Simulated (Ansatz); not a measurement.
**BrH₃InN (SMILES [NH2][InH][Br]): a rigid scan of the dihedral angle H4–N1–In2–Br3**

How does the energy rise as the dihedral angle H4–N1–In2–Br3 leaves its equilibrium value, and do density functionals follow CCSD(T)? No other atom is relaxed.

Program: Ansatz 0.2.0, Gaussian basis. Level of theory: single points in def2-TZVPP. These are calculated values, not measurements.

Levels: PBE-D4, r2SCAN-D4, PBE0-D4, B3LYP-D4, wB97M-V, Hartree-Fock, MP2, CCSD, CCSD(T). The scan takes 25.4, 55.4, 85.4, 115.4, 145.4, 175.4, -154.6, -124.6, -94.6, -64.6, -34.6, -4.6°.

Correlated methods freeze the cores. Filled d shells of the heavier atoms are correlated. Core potentials replace the inner electrons past krypton, and spin-orbit coupling is left out. B3LYP uses VWN-RPA correlation.

28 further runs of the same task are left out: 28 set aside as unsound or not needed.

**1. Starting geometry**

The minimum, relaxed at PBE0-D4: 6 atoms, charge 0, spin multiplicity 1.

Atoms are counted from 1 here; the program's logs count them from 0.

Bond lengths: N1–In2 1.996 Å, N1–H4 1.008 Å, N1–H5 1.007 Å, In2–Br3 2.479 Å, In2–H6 1.695 Å. Angles: In2–N1–H4 118.8°, In2–N1–H5 121.5°, H4–N1–H5 111.0°, N1–In2–Br3 109.9°, N1–In2–H6 130.2°, Br3–In2–H6 119.6°.

As a file:

```xyz
6

N    -0.00824   -0.62777   -0.99988
In    0.17997    0.65158    0.52067
Br   -0.07869   -0.54964    2.67351
H    -0.42961   -1.52717   -0.82797
H    -0.20476   -0.30902   -1.93520
H     0.58322    2.29812    0.52266
```

Energies of the minimum (eV), from earlier single points: PBE-D4 -76749.09681, r2SCAN-D4 -76762.11930, PBE0-D4 -76751.61096, B3LYP-D4 -76764.26270, wB97M-V -76755.37235, CCSD(T) -76701.41860.

At the minimum the dihedral angle H4–N1–In2–Br3 is 16.9°.

**2. H4–N1–In2–Br3 = 25.4°**

Contents of ccsdt-tzvpp/in.yaml:

```yaml
crystal:
  periodic: [false, false, false]
  atoms:
    - {symbol: N, position_ang: [-0.008243, -0.627768, -0.999879]}
    - {symbol: In, position_ang: [0.179975, 0.651575, 0.520675]}
    - {symbol: Br, position_ang: [0.264588, -0.589640, 2.664678]}
    - {symbol: H, position_ang: [-0.429607, -1.527175, -0.827971]}
    - {symbol: H, position_ang: [-0.204757, -0.309016, -1.935198]}
    - {symbol: H, position_ang: [0.394520, 2.333146, 0.516551]}
basis:
  gaussian: {orbitals: def2-TZVPP}
correlation: {method: ccsd_t}
```

The command line of these runs was not kept.

Further steps of the session: H4–N1–In2–Br3 = 55.4°; H4–N1–In2–Br3 = 85.4°; H4–N1–In2–Br3 = 115.4°; H4–N1–In2–Br3 = 145.4°; H4–N1–In2–Br3 = 175.4°; H4–N1–In2–Br3 = -154.6°; H4–N1–In2–Br3 = -124.6°; H4–N1–In2–Br3 = -94.6°; H4–N1–In2–Br3 = -64.6°; H4–N1–In2–Br3 = -34.6°; H4–N1–In2–Br3 = -4.6°.

Q: Predict the outcome of this session. Wanted: highest point, CCSD(T); lowest point, CCSD(T); RMS deviation from CCSD(T); largest T1 diagnostic.

**Answer**, as computed:

| quantity | value |
| --- | --- |
| highest point, CCSD(T) | 392 meV at 115.4° |
| lowest point, CCSD(T) | 0 meV at 16.9° |
| RMS deviation from CCSD(T) | PBE-D4 5, r2SCAN-D4 4, PBE0-D4 12, B3LYP-D4 7, wB97M-V 12, Hartree-Fock 32, MP2 1, CCSD 6 meV |
| largest T1 diagnostic | 0.013 |

What this shows: Over the points sampled the torsion costs at most 392 meV, a hindered rotation that is fast at room temperature. A rigid scan overstates barriers, since nothing else may give way. MP2 follows the CCSD(T) curve best and Hartree-Fock worst.
